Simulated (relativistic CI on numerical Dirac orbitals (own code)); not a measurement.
**Ions of chromium: ground levels and radial parameters**

Each member is run with a single configuration, to see the trend of ground level, magnetic moment, spin-orbit coupling and shell size.

Method: Dirac-Coulomb-Breit CI, KLI orbitals optimised for each configuration, model QED (radiative potential, 1s self-energy scaled to tabulated hydrogen-like ionisation energies), valence Slater integrals scaled by 0.9. Code: relativistic CI on numerical Dirac orbitals (own code) version 3.

## 1. Starting point

* members: Cr⁸⁺ [Ne] 3s2 3p4, Cr⁹⁺ [Ne] 3s2 3p3, Cr¹⁰⁺ [Ne] 3s2 3p2, Cr¹¹⁺ [Ne] 3s2 3p, Cr¹³⁺ [Ne] 3s, Cr¹⁵⁺ [He] 2s2 2p5
* Slater scale: 0.9

## 2. Cr⁸⁺, [Ne] 3s2 3p4

Input settings:

```ini
atom Cr  Z=24  charge=8  electrons=16
nucleus A=52  rms_radius_fm=3.6452
hamiltonian dirac-coulomb  breit=on  qed=on  c_scale=1
orbitals kli  potential=per-configuration
slater_scale 0.9
correlation none
mixing on
configurations
  [Ne] 3s2 3p4
end
```

The run is started by

```console
$ python run_levels.py task.json out
```

task.json lists these runs, among others, and the program works through them in turn.

From the run's result record (rounded, not every field):

```text
status: converged
levels [i, E_cm, J2, conf, term, w_term, jj, w_jj, g, tau_s]:
  - [0, 0, 4, "3p4", "3P", 0.9739, "3p3/2^2", 0.8082, 1.487, "-"]
  - [1, 7888.7215, 2, "3p4", "3P", 1, "3p1/2 3p3/2^3", 1, 1.501, 0.09308]
  - [2, 9730.6913, 0, "3p4", "3P", 0.9727, "3p3/2^4", 0.5041, "-", 3.027]
  - [3, 31225.708, 4, "3p4", "1D", 0.9739, "3p1/2 3p3/2^3", 0.8082, 1.012, 0.02794]
  - [4, 71270.895, 0, "3p4", "1S", 0.9727, "3p3/2^2", 0.5041, "-", 0.002584]
lines, the strongest and those to the lowest levels [upper, lower, type, S_au, A_per_s, branching]:
  - [1, 0, "M1", 2.434, 10.74, 0.9999]
  - [2, 1, "M1", 1.944, 0.3277, 0.992]
  - [3, 0, "M1", 0.1902, 31.24, 0.8727]
  - [3, 1, "M1", 0.06544, 4.487, 0.1254]
  - [4, 1, "M1", 0.05447, 374.1, 0.9668]
n_levels_all: 5
total_energy [Ha]: -1027.1919584
configurations [conf, odd, states, E_av_cm, breit_Ha, qed_Ha, corr_Ha]:
  - ["3p4", 0, 15, 17386.4, 0.3536, 0.2381, "-"]
radial 3p4 [Ha, bohr]: {"<r^-3>(3p)": 56.847, "<r^1>(3p)": 0.8325, "<r^2>(3p)": 0.79966, "<r^4>(3p)": 1.0036, "F2(3p,3p)": 0.55014, "zeta(3p)": 0.032111}
```

Wall time 0.051 s (1 thread, shared host).

## 3. Cr⁹⁺, [Ne] 3s2 3p3

Input settings:

```ini
atom Cr  Z=24  charge=9  electrons=15
nucleus A=52  rms_radius_fm=3.6452
hamiltonian dirac-coulomb  breit=on  qed=on  c_scale=1
orbitals kli  potential=per-configuration
slater_scale 0.9
correlation none
mixing on
configurations
  [Ne] 3s2 3p3
end
```

Results of the run:

```text
status: converged
levels [i, E_cm, J2, conf, term, w_term, jj, w_jj, g, tau_s]:
  - [0, 0, 3, "3p3", "4S*", 0.9868, "3p1/2 3p3/2^2", 0.5256, 1.992, "-"]
  - [1, 38594.957, 3, "3p3", "2D*", 0.9278, "3p1/2 3p3/2^2", 0.464, 0.8395, 0.0791]
  - [2, 40836.318, 5, "3p3", "2D*", 1, "3p1/2 3p3/2^2", 1, 1.2, 1.827]
  - [3, 67543.213, 1, "3p3", "2P*", 1, "3p1/2 3p3/2^2", 1, 0.665, 0.009827]
  - [4, 70742.488, 3, "3p3", "2P*", 0.9178, "3p3/2^3", 0.7513, 1.302, 0.004024]
lines, the strongest and those to the lowest levels [upper, lower, type, S_au, A_per_s, branching]:
  - [1, 0, "M1", 0.03254, 12.62, 0.9979]
  - [3, 0, "M1", 0.01688, 70.13, 0.6892]
  - [3, 1, "M1", 0.09258, 30.29, 0.2976]
  - [4, 0, "M1", 0.06223, 148.6, 0.5978]
  - [4, 1, "M1", 0.2984, 66.86, 0.2691]
n_levels_all: 5
total_energy [Ha]: -1019.5395228
configurations [conf, odd, states, E_av_cm, breit_Ha, qed_Ha, corr_Ha]:
  - ["3p3", 1, 20, 40872.7, 0.3511, 0.2383, "-"]
radial 3p3 [Ha, bohr]: {"<r^-3>(3p)": 60.074, "<r^1>(3p)": 0.81344, "<r^2>(3p)": 0.76247, "<r^4>(3p)": 0.90399, "F2(3p,3p)": 0.56304, "zeta(3p)": 0.033944}
```

Run time: 0.049 s. Hardware: 1 thread, shared host.

## 4. Cr¹⁰⁺, [Ne] 3s2 3p2

Input settings:

```ini
atom Cr  Z=24  charge=10  electrons=14
nucleus A=52  rms_radius_fm=3.6452
hamiltonian dirac-coulomb  breit=on  qed=on  c_scale=1
orbitals kli  potential=per-configuration
slater_scale 0.9
correlation none
mixing on
configurations
  [Ne] 3s2 3p2
end
```

Results of the run:

```text
status: converged
levels [i, E_cm, J2, conf, term, w_term, jj, w_jj, g, tau_s]:
  - [0, 0, 0, "3p2", "3P", 0.98, "3p1/2^2", 0.7921, "-", "-"]
  - [1, 5541.2371, 2, "3p2", "3P", 1, "3p1/2 3p3/2", 1, 1.5, 0.3338]
  - [2, 12130.862, 4, "3p2", "3P", 0.9509, "3p1/2 3p3/2", 0.5535, 1.476, 0.2725]
  - [3, 37999.266, 4, "3p2", "1D", 0.9509, "3p3/2^2", 0.5535, 1.024, 0.01806]
  - [4, 79310.886, 0, "3p2", "1S", 0.98, "3p3/2^2", 0.7921, "-", 0.002235]
lines, the strongest and those to the lowest levels [upper, lower, type, S_au, A_per_s, branching]:
  - [1, 0, "M1", 1.958, 2.996, 1]
  - [2, 1, "M1", 2.377, 3.669, 0.9996]
  - [3, 1, "M1", 0.1224, 22.58, 0.4078]
  - [3, 2, "M1", 0.3504, 32.72, 0.5911]
  - [4, 1, "M1", 0.04004, 433.6, 0.969]
n_levels_all: 5
total_energy [Ha]: -1010.6949411
configurations [conf, odd, states, E_av_cm, breit_Ha, qed_Ha, corr_Ha]:
  - ["3p2", 0, 15, 23105.7, 0.3484, 0.2386, "-"]
radial 3p2 [Ha, bohr]: {"<r^-3>(3p)": 63.395, "<r^1>(3p)": 0.79552, "<r^2>(3p)": 0.72855, "<r^4>(3p)": 0.81899, "F2(3p,3p)": 0.57547, "zeta(3p)": 0.035824}
```

Run time: 0.052 s. Hardware: 1 thread, shared host.

## 5. Cr¹¹⁺, [Ne] 3s2 3p

Input settings:

```ini
atom Cr  Z=24  charge=11  electrons=13
nucleus A=52  rms_radius_fm=3.6452
hamiltonian dirac-coulomb  breit=on  qed=on  c_scale=1
orbitals kli  potential=per-configuration
slater_scale 0.9
correlation none
mixing on
configurations
  [Ne] 3s2 3p
end
```

Results of the run:

```text
status: converged
levels [i, E_cm, J2, conf, term, w_term, jj, w_jj, g, tau_s]:
  - [0, 0, 1, "3p", "2P*", 1, "3p1/2", 1, 0.6649, "-"]
  - [1, 12458.91, 3, "3p", "2P*", 1, "3p3/2", 1, 1.333, 0.05755]
lines, the strongest and those to the lowest levels [upper, lower, type, S_au, A_per_s, branching]:
  - [1, 0, "M1", 1.332, 17.37, 0.9998]
n_levels_all: 2
total_energy [Ha]: -1000.8247636
configurations [conf, odd, states, E_av_cm, breit_Ha, qed_Ha, corr_Ha]:
  - ["3p", 1, 6, 8305.94, 0.3454, 0.2388, "-"]
radial 3p [Ha, bohr]: {"<r^-3>(3p)": 66.81, "<r^1>(3p)": 0.77868, "<r^2>(3p)": 0.69763, "<r^4>(3p)": 0.74626, "zeta(3p)": 0.037753}
```

Wall time 0.049 s (1 thread, shared host).

## 6. Cr¹³⁺, [Ne] 3s

The settings differ from step 5 so:

```diff
@@ -1,2 +1,2 @@
-atom Cr  Z=24  charge=11  electrons=13
+atom Cr  Z=24  charge=13  electrons=11
 nucleus A=52  rms_radius_fm=3.6452
@@ -8,3 +8,3 @@
 configurations
-  [Ne] 3s2 3p
+  [Ne] 3s
 end
```

Results of the run:

```text
status: converged
levels [i, E_cm, J2, conf, term, w_term, jj, w_jj, g]:
  - [0, 0, 1, "3s", "2S", 1, "3s", 1, 2.001]
n_levels_all: 1
total_energy [Ha]: -976.99369785
configurations [conf, odd, states, E_av_cm, breit_Ha, qed_Ha, corr_Ha]:
  - ["3s", 0, 2, 0, 0.3389, 0.2371, "-"]
radial 3s [Ha, bohr]: {"<r^1>(3s)": 0.75105, "<r^2>(3s)": 0.64043, "<r^4>(3s)": 0.60185}
```

It took 0.04 s on 1 thread, shared host.

## 7. Cr¹⁵⁺, [He] 2s2 2p5

The settings differ from step 6 so:

```diff
@@ -1,2 +1,2 @@
-atom Cr  Z=24  charge=13  electrons=11
+atom Cr  Z=24  charge=15  electrons=9
 nucleus A=52  rms_radius_fm=3.6452
@@ -8,3 +8,3 @@
 configurations
-  [Ne] 3s
+  [He] 2s2 2p5
 end
```

Results of the run:

```text
status: converged
levels [i, E_cm, J2, conf, term, w_term, jj, w_jj, g, tau_s]:
  - [0, 0, 3, "2p5", "2P*", 1, "2p3/2^3", 1, 1.331, "-"]
  - [1, 70782.96, 1, "2p5", "2P*", 1, "2p1/2 2p3/2^4", 1, 0.6622, 0.0001573]
lines, the strongest and those to the lowest levels [upper, lower, type, S_au, A_per_s, branching]:
  - [1, 0, "M1", 1.329, 6359, 0.9999]
n_levels_all: 2
total_energy [Ha]: -925.80102071
configurations [conf, odd, states, E_av_cm, breit_Ha, qed_Ha, corr_Ha]:
  - ["2p5", 1, 6, 23594.3, 0.3149, 0.2357, "-"]
radial 2p5 [Ha, bohr]: {"<r^-3>(2p)": 382.59, "<r^1>(2p)": 0.24884, "<r^2>(2p)": 0.075492, "<r^4>(2p)": 0.011197, "zeta(2p)": 0.21446}
```

Run time: 0.039 s. Hardware: 1 thread, shared host.

## 8. All members side by side

| ion | open shell | lowest level | LS (%) | g | moment (μB) | ζ (cm⁻¹) | F² (cm⁻¹) | <r> (bohr) |
| --- | --- | --- | --- | --- | --- | --- | --- | --- |
| Cr⁸⁺ | 3p | 3P2 | 97 | 1.487 | 3.64 | 7048 | 120743 | 0.832 |
| Cr⁹⁺ | 3p | 4S°3/2 | 99 | 1.992 | 3.86 | 7450 | 123573 | 0.813 |
| Cr¹⁰⁺ | 3p | 3P0 | 98 | - | 0.00 | 7863 | 126302 | 0.796 |
| Cr¹¹⁺ | 3p | 2P°1/2 | 100 | 0.665 | 0.58 | 8286 | - | 0.779 |
| Cr¹³⁺ | 3s | 2S1/2 | 100 | 2.001 | 1.73 | - | - | 0.751 |
| Cr¹⁵⁺ | 2p | 2P°3/2 | 100 | 1.331 | 2.58 | 47070 | - | 0.249 |

ζ, F² and <r> are unscaled and averaged over j; the moment is g√(J(J+1)) of the lowest level.

## 9. Outcome

| quantity | value |
| --- | --- |
| lowest levels | Cr⁸⁺ 3P2, Cr⁹⁺ 4S°3/2, Cr¹⁰⁺ 3P0, Cr¹¹⁺ 2P°1/2, Cr¹³⁺ 2S1/2, Cr¹⁵⁺ 2P°3/2 |
| largest moment | 3.86 μB (Cr⁹⁺) |
| ζ, first and last | 3p 7050, 2p 47100 cm⁻¹ |
| <r>, first and last | 3p 0.832, 2p 0.249 bohr |

The open shell changes along the series (3p, 3s, 2p), so ζ and <r> compare only within one shell. The largest moment belongs to Cr⁹⁺. All lowest levels keep an LS purity of 70 % or more.
